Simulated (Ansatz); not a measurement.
# BiP (WC type): a single-point run

The task is a single-point run on BiP (WC type). The structure is shown as the input types it.

Program: Ansatz 0.2.0. Level of theory: DFT PBEsol, scalar-relativistic, plane waves, PAW. These are calculated values, not measurements.

3 further runs of the same task are left out: 1 that didn't finish, 2 set aside as unsound or not needed.

### Step 1. The starting structure

It takes space group P-6m2 (No. 187, hexagonal). The conventional cell has a = 3.850 Å, b = 3.850 Å, c = 3.744 Å, α = 90.00°, β = 90.00°, γ = 120.00°. Around Bi (site symmetry -6m2) lie 6 P at 2.91 Å. Around P (site symmetry -6m2) lie 6 Bi at 2.91 Å.

Coordinates:

```cif
data_structure
_symmetry_space_group_name_H-M 'P-6m2'
_symmetry_Int_Tables_number 187
_cell_length_a 3.8504
_cell_length_b 3.8504
_cell_length_c 3.7439
_cell_angle_alpha 90.000
_cell_angle_beta 90.000
_cell_angle_gamma 120.000
_cell_volume 48.07
loop_
_atom_site_label
_atom_site_type_symbol
_atom_site_symmetry_multiplicity
_atom_site_Wyckoff_symbol
_atom_site_fract_x
_atom_site_fract_y
_atom_site_fract_z
_atom_site_occupancy
Bi1 Bi 1 a 0.00000 0.00000 0.00000 1
P1 P 1 f 0.66667 0.33333 0.50000 1
```

### Step 2. Input and run

The input, input.yaml:

```yaml
crystal:
  lattice:
    - [3.850361276875, -2.886750411711e-11, 0.0]
    - [-1.925180638413, 3.334510679536, 0.0]
    - [0.0, 0.0, 3.7439277789]
  atoms:
    - { symbol: Bi, position: [-3.700743415525e-17, 0.0, 0.0] }
    - { symbol: P, position: [0.6666666666667, 0.3333333333333, 0.5] }
basis:
  ecutwfc: 420
  ecutrho_ratio: 4
kpoints:
  mp_grid: { grid: [10, 10, 8] }
hamiltonian:
  xc: pbesol
scf:
  occupations: { method: gaussian, width: 0.05 }
  mixing: { algorithm: anderson, beta: 0.001, ndim: 1 }
  max_iter: 75
output:
  forces: true
  stress: true
```

Run with:

```bash
$ ansatz run input.yaml --threads 4 --pin off --max-ram 4096MiB --backend cpu --events-out ev --progress --plain --runs-dir out
```

What happens when this is run?

The program finished normally. Convergence says nothing about whether the input makes sense.

Look at the input: scf.mixing.algorithm is anderson; scf.mixing.beta is 0.001; scf.mixing.ndim is 1. The risk: mixing too weak. The residual crept for many cycles and then fell at once, which so weak a step can't do by itself: the program changed its mixing. Several mixing settings were changed at once, so this run can't tell how much each is to blame.

The test: delete scf.mixing.algorithm, scf.mixing.beta and scf.mixing.ndim (the default then holds).
